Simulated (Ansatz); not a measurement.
Write a Python script for Ansatz 0.2.0, Python API that makes a single point in a Gaussian basis of CH₄Br₂Si, SMILES C[SiH](Br)Br. Use: CCSD, 6-31G* basis, multiplicity 1.

```yaml
atoms:
  - { symbol: C, position_ang: [-0.0771, 0.9635, -0.0754] }
  - { symbol: Si, position_ang: [-0.0335, -0.8157, 0.1763] }
  - { symbol: Br, position_ang: [1.9867, -1.3496, 0.8062] }
  - { symbol: Br, position_ang: [-0.4097, -1.8414, -1.7281] }
  - { symbol: H, position_ang: [-1.1245, 1.3030, -0.4291] }
  - { symbol: H, position_ang: [0.0986, 1.5712, 0.8327] }
  - { symbol: H, position_ang: [0.6105, 1.3454, -0.8470] }
  - { symbol: H, position_ang: [-0.9587, -1.2335, 1.2085] }
```

The script, `run_energy.py`:
```python
from pathlib import Path
import json
import warnings

import ansatz as az
import numpy as np

BASIS_SET = "6-31G*"
LEVEL = "ccsd"


def main() -> None:
    warnings.simplefilter("ignore", az.DeckWarning)

    geometry_ang = [
        ("C", (-0.0771, 0.9635, -0.0754)),
        ("Si", (-0.0335, -0.8157, 0.1763)),
        ("Br", (1.9867, -1.3496, 0.8062)),
        ("Br", (-0.4097, -1.8414, -1.7281)),
        ("H", (-1.1245, 1.303, -0.4291)),
        ("H", (0.0986, 1.5712, 0.8327)),
        ("H", (0.6105, 1.3454, -0.847)),
        ("H", (-0.9587, -1.2335, 1.2085)),
    ]
    system = az.Crystal.molecule()
    for symbol, xyz in geometry_ang:
        system = system.atom(symbol, xyz)

    job = (
        system.calculation()
        .basis(gaussian=BASIS_SET)
        .correlation(LEVEL)
        .forces()
        .orbitals()
    )
    outcome = job.run(threads=1, pin="off", runs_dir="out")
    data = outcome.report

    for key in ("converged", "free_energy_ev", "reference_energy_ev", "n_frozen", "n_occupied", "n_virtual"):
        print(f"{key:22s} {data[key]}")

    parts = data["correlation"]
    for name in ("random_phase", "coupled_cluster", "perturbative"):
        if name in parts:
            print(f"{name:16s} {parts[name]['energy']['hartree']:12.7f} Ha")
    if "second_order" in parts:
        pair = parts["second_order"]
        print(f"MP2 same spin {pair['same_spin']['hartree']:.7f} Ha, opposite spin {pair['opposite_spin']['hartree']:.7f} Ha")

    symbols = [site.symbol for site in system.cartesian_sites]
    print("forces (eV/A)")
    for symbol, f in zip(symbols, data["forces_ev_ang"]):
        print(f"  {symbol:2s} {f[0]:9.4f} {f[1]:9.4f} {f[2]:9.4f}")

    charges = data["charge_distribution"]
    print("dipole moment", round(4.803205 * float(np.linalg.norm(charges["dipole_moment_e_ang"])), 3), "D")
    print("Mulliken:", [(s, round(q, 3)) for s, q in zip(symbols, charges["mulliken_charges_e"])])

    lines = Path(data["orbitals_path"]).read_text().splitlines()
    field_of = lambda key: [line.split("=")[1].strip() for line in lines if line.startswith(key)]
    orbitals = [(27.211386 * float(e), s, float(n)) for e, s, n in zip(field_of("Ene="), field_of("Spin="), field_of("Occup="))]
    homo = max(e for e, _, n in orbitals if n > 0.5)
    lumo = min(e for e, _, n in orbitals if n < 0.5)
    for e, spin, n in sorted(orbitals):
        if homo - 15 < e < lumo + 5:
            print(f"{spin:6s} {e:10.3f} eV  occupation {n:.0f}")
    with open("ch4br2si.json", "w") as handle:
        json.dump({k: data[k] for k in ("free_energy_ev", "reference_energy_ev", "n_occupied", "n_virtual")}, handle, indent=1)


if __name__ == "__main__":
    main()
```

```console
$ python run_energy.py
converged              True
free_energy_ev         -148960.11491873255
reference_energy_ev    -148939.54822222522
n_frozen               24
n_occupied             [23, 23]
n_virtual              [65, 65]
coupled_cluster    -0.7558122 Ha
MP2 same spin -0.2214139 Ha, opposite spin -0.5138075 Ha
forces (eV/A)
  C    -1.7428    2.8507   -0.7733
  Si    0.2572   -0.4499   -0.0341
  Br    0.8874   -0.3206    0.4197
  Br   -0.3242   -0.3222   -0.4908
  H     1.3241   -0.6305    0.4214
  H     0.1163   -0.4462   -0.0804
  H     0.0239   -0.3121    0.1323
  H    -0.5419   -0.3693    0.4052
dipole moment 2.387 D
Mulliken: [('C', -0.721), ('Si', 0.71), ('Br', -0.266), ('Br', -0.26), ('H', 0.184), ('H', 0.202), ('H', 0.21), ('H', -0.059)]
Alpha     -19.059 eV  occupation 2
Alpha     -16.086 eV  occupation 2
Alpha     -15.585 eV  occupation 2
Alpha     -14.422 eV  occupation 2
Alpha     -14.036 eV  occupation 2
Alpha     -13.538 eV  occupation 2
Alpha     -11.969 eV  occupation 2
Alpha     -11.687 eV  occupation 2
Alpha     -11.488 eV  occupation 2
Alpha     -11.234 eV  occupation 2
Alpha       3.449 eV  occupation 0
Alpha       3.742 eV  occupation 0
Alpha       5.036 eV  occupation 0
Alpha       6.336 eV  occupation 0
Alpha       6.553 eV  occupation 0
Alpha       6.787 eV  occupation 0
Alpha       7.395 eV  occupation 0
```

`ch4br2si.json`, as written:
```json
{
 "free_energy_ev": -148960.11491873255,
 "reference_energy_ev": -148939.54822222522,
 "n_occupied": [
  23,
  23
 ],
 "n_virtual": [
  65,
  65
 ]
}
```

Total energies depend on the basis set; only differences at equal settings carry meaning. The geometry is a force-field or estimated start, not a minimum of this method, and the basis set is short of its limit. Alpha marks a spatial orbital of a restricted run, filled by both spins. Levels such as HOMO and LUMO are orbital energies: in Hartree-Fock the gap is too wide and the LUMO hangs on the basis. Timing: 48 s on 1 thread of Arm Neoverse V1, with other jobs on the host, peak memory 0.67 GiB.
